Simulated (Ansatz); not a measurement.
Working through a relaxation driven by ASE of Na3Hg, space group R-3m

Computed with the Ansatz DFT code, driven from Python.

Typed at the interpreter:
```pycon
>>> import warnings
>>> import ansatz as az
>>> from ase import Atoms
>>> from ase.calculators.calculator import Calculator, all_changes
>>> from ase.optimize import BFGSLineSearch
>>> import numpy as np
>>> params = {
...     "cutoff": 450,
...     "kgrid": (4, 4, 4),
...     "scf_tol": 1e-10,
...     "filling": "cold",
...     "smearing_width": 0.15,
... }
>>> class DFT(Calculator):
...     implemented_properties = ["energy", "free_energy", "forces"]
...     def calculate(self, atoms=None, properties=("energy",), system_changes=all_changes):
...         super().calculate(atoms, properties, system_changes)
...         bare = self.atoms.copy()
...         bare.set_constraint()
...         bare.set_momenta(None)
...         job = (
...             az.Crystal.from_ase(bare).calculation()
...             .basis(params["cutoff"])
...             .kpoints(*params["kgrid"])
...             .functional(az.Functional.PBESOL)
...             .pseudopotentials("paw")
...             .scf(tolerance=params["scf_tol"])
...             .occupations(params["filling"], width=params["smearing_width"])
...             .forces()
...         )
...         report = job.run(threads=1).report
...         self.results["free_energy"] = report["lagrangian_ev"]
...         self.results["energy"] = report.get("lagrangian_sigma0_ev", report["lagrangian_ev"])
...         self.results["forces"] = np.array(report["forces_ev_ang"])
...
>>> warnings.simplefilter("ignore")
>>> atoms = Atoms(
...     ["Na", "Na", "Na", "Hg"],
...     cell=[(2.68792, 1.55187, 4.40086), (-2.68792, 1.55187, 4.40086), (0.0, -3.10374, 4.40086)],
...     scaled_positions=[
...         (0.5, 0.5, 0.5),
...         (0.25037, 0.25037, 0.25037),
...         (0.74963, 0.74963, 0.74963),
...         (0.0, 0.0, 0.0),
...     ],
...     pbc=True,
... )
>>> atoms.rattle(0.04, seed=32)
>>> atoms.calc = DFT()
>>> before = atoms.get_potential_energy(), atoms.get_volume()
>>> optimiser = BFGSLineSearch(atoms, logfile=None)
>>> def tell():
...     fmax = np.linalg.norm(atoms.get_forces(), axis=1).max()
...     print(f"step {optimiser.nsteps:2d}  E = {atoms.get_potential_energy():.5f} eV  fmax = {fmax:.4f}  V = {atoms.get_volume():.3f} A^3")
...
>>> optimiser.attach(tell)
>>> met = optimiser.run(fmax=0.02, steps=15)
step  0  E = -18096.11814 eV  fmax = 0.1384  V = 110.144 A^3
step  1  E = -18096.12730 eV  fmax = 0.0257  V = 110.144 A^3
step  2  E = -18096.12760 eV  fmax = 0.0310  V = 110.144 A^3
step  3  E = -18096.12807 eV  fmax = 0.0064  V = 110.144 A^3
>>> print("threshold met:", bool(met), " energy gained:", round(before[0] - atoms.get_potential_energy(), 5), "eV")
threshold met: True  energy gained: 0.00993 eV
>>> print("cell lengths and angles:", np.round(atoms.cell.cellpar(), 3))
cell lengths and angles: [ 5.385  5.385  5.385 59.885 59.885 59.885]
>>> np.round(atoms.get_scaled_positions(), 4)
array([[0.5062, 0.5039, 0.4958],
       [0.2567, 0.2538, 0.2457],
       [0.7556, 0.7547, 0.7463],
       [0.0056, 0.0042, 0.9973]])
```

Notes:
- Total energies depend on the potentials; only differences at equal settings carry meaning. A total without «per atom» is that of the whole cell that was run.
- For a metal this k-point mesh is coarse: on a finer one energies can move by several to tens of meV an atom and pressures by half a GPa or more, differences at one mesh by less.
- Within a few hundredths of an angstrom the cell has the higher group Fm-3m; the lower one is a small distortion.
- Spin-orbit coupling, which matters for elements this heavy, is left out.
- The structure comes from a database of computed cells and needn't be a stable or known phase.
- Timing: 78 s on 1 thread of Arm Neoverse V1, on a shared host, peak memory 0.49 GiB.
